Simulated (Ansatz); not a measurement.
# CH3ClO2SW: the cost of one run

Computed with Ansatz 0.2.0, Gaussian basis. Level: the settings change from run to run.

### Step 1. The geometry

The geometry comes from an earlier relaxation with PBE0-D4 in a triple-zeta def2 set; it is a stationary point, not always the lowest conformer. W takes a core potential in def2 sets; no spin-orbit term is included.

SMILES `C[O][W](=[O])(=[S])[Cl]`, 9 atoms, charge 0, spin multiplicity 1.

Atoms are counted from 1 here; the program's logs count them from 0.

Bond lengths: C1–O2 1.409 Å, C1–H7 1.092 Å, C1–H8 1.092 Å, C1–H9 1.092 Å, O2–W3 1.837 Å, W3–O4 1.696 Å, W3–S5 2.130 Å, W3–Cl6 2.265 Å. Angles: O2–C1–H7 109.0°, O2–C1–H8 110.2°, O2–C1–H9 108.4°, H7–C1–H8 110.0°, H7–C1–H9 109.4°, H8–C1–H9 109.8°, C1–O2–W3 143.3°, O2–W3–O4 108.8°, O2–W3–S5 108.4°, O2–W3–Cl6 111.3°, O4–W3–S5 108.6°, O4–W3–Cl6 109.6°, S5–W3–Cl6 110.2°.

### Step 2. CAM-B3LYP/x2c-TZVPPall

Set apart from the defaults: charge +1, multiplicity 2, D3(BJ) with three-body dispersion.

in.yaml

```yaml
crystal:
  periodic: [false, false, false]
  atoms:
    - {symbol: C, position_ang: [0.320390, -1.261156, 0.963785]}
    - {symbol: O, position_ang: [-0.447189, -0.220316, 0.403501]}
    - {symbol: W, position_ang: [-0.431316, 1.099310, -0.874692]}
    - {symbol: O, position_ang: [-1.648807, 0.775187, -2.010454]}
    - {symbol: S, position_ang: [1.452294, 1.050210, -1.867178]}
    - {symbol: Cl, position_ang: [-0.775744, 3.139535, 0.045890]}
    - {symbol: H, position_ang: [-0.103695, -2.219853, 0.659500]}
    - {symbol: H, position_ang: [1.357522, -1.188658, 0.628648]}
    - {symbol: H, position_ang: [0.276545, -1.174260, 2.050990]}
basis:
  gaussian: {orbitals: x2c-TZVPPall}
total_charge: 1
magnetization: {spin_polarized: true, initial_magnetization: 1}
hamiltonian: {xc: {name: CAM-B3LYP}, dispersion: d3bjatm}
output: {forces: true}
```

The run is started by

```bash
ansatz run in.yaml --threads 4 --pin off --events-out ev --progress --plain --max-ram 11315MiB
```

**Question.** How long does this run take on 4 threads of Arm Neoverse V2, shared host, and how much memory does it need?

About 1.7 min, with a peak of 3.9 GiB.
